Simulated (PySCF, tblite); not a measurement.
# C4H12BNSi: geometry, infrared bands and NMR shifts

What infrared bands and NMR shifts should C4H12BNSi (`C#[N+][B@H-]([SiH3])C(C)C`) show?

The runs use tblite 0.8.0 and PySCF 2.14.0, with density-fitted response routines of our own; the level of theory stands in each step. All values are computed, except where a source is named. Atoms are numbered from 0 throughout.

### 1 The starting structure

19 atoms, charge 0, multiplicity 1; geometry from: force field or distance geometry start.

Bonds of the start (Å): C0–N1 1.15, N1–B2 1.50, B2–Si3 1.96, B2–C4 1.64, C4–C5 1.55, C4–C6 1.53, C0–H7 1.07, B2–H8 1.19, Si3–H9 1.48, Si3–H10 1.46, Si3–H11 1.47, C4–H12 1.11, C5–H13 1.10, C5–H14 1.11, C5–H15 1.11, C6–H16 1.11, C6–H17 1.11, C6–H18 1.12.

### 2 Geometry optimisation with GFN2-xTB

Job settings and geometry (Å):

```
{"job": {"kind": "relax", "xc": "GFN2-xTB", "basis": "xTB"}, "charge": 0, "multiplicity": 1}
C      1.009700     2.513000     0.502500
N      0.903000     1.367000     0.522500
B      0.797200    -0.125000     0.576000
Si     2.109200    -0.907300    -0.645900
C     -0.728100    -0.595300     0.210800
C     -1.233400     0.009600    -1.120400
C     -1.693900    -0.249700     1.340000
H      1.092100     3.574900     0.480900
H      1.061800    -0.497600     1.673900
H      1.718200    -2.298800    -0.948000
H      2.168500    -0.129600    -1.879500
H      3.425200    -0.912700     0.013900
H     -0.723000    -1.698600     0.101700
H     -2.234100    -0.387200    -1.358700
H     -0.556600    -0.253800    -1.953900
H     -1.295800     1.118600    -1.039700
H     -1.747400     0.849300     1.505600
H     -2.714300    -0.632500     1.104700
H     -1.368200    -0.734900     2.294500
```

Run with:

```console
$ OMP_NUM_THREADS=1 python probes_run.py task.json out
```

This one command runs all jobs of the session in turn.

**Question.** This job is followed by: GFN2-xTB harmonic vibrations, gas phase; GIAO PBE0/pcSseg-1 NMR shielding, non-relativistic, gas phase. What will the session give for the following? strongest single infrared mode (GFN2-xTB); zero-point energy (GFN2-xTB); ¹³C shifts against TMS (PBE0/pcSseg-1); ¹H shifts against TMS (PBE0/pcSseg-1, means over atoms taken as alike); ¹⁵N shifts against NH3 (PBE0/pcSseg-1); ¹¹B shifts against BF3·OEt2 (PBE0/pcSseg-1); ²⁹Si shifts against TMS (PBE0/pcSseg-1).

The runs gave:

| quantity | value |
| --- | --- |
| strongest single infrared mode (GFN2-xTB) | 807 cm⁻¹, 509 km/mol |
| zero-point energy (GFN2-xTB) | 92.7 kcal/mol |
| ¹³C shifts against TMS (PBE0/pcSseg-1) | 113.1, 24.3, 23.7, 21.1 ppm |
| ¹H shifts against TMS (PBE0/pcSseg-1, means over atoms taken as alike) | 4.53, 3.44, 2.05, 1.26, 1.06, 0.96 ppm |
| ¹⁵N shifts against NH3 (PBE0/pcSseg-1) | 240.0 ppm |
| ¹¹B shifts against BF3·OEt2 (PBE0/pcSseg-1) | -39.3 ppm |
| ²⁹Si shifts against TMS (PBE0/pcSseg-1) | -82.0 ppm |

What this shows: The optimisation took 93 steps and gained 0.255 eV; among the close pairs (by a distance rule), N1–B2 changed most, from 1.497 to 1.427 Å. All 51 modes are real, so the xTB geometry is a minimum. The strongest single mode, at 807 cm⁻¹, moves mainly H10 and H9. GFN2-xTB is a fitted tight-binding method: band positions and strengths are rough. Its intensities can rank the bands wrongly. At PBE0/pcSseg-1: The largest span, 503 ppm, is at N1, where the paramagnetic term is -299 ppm.
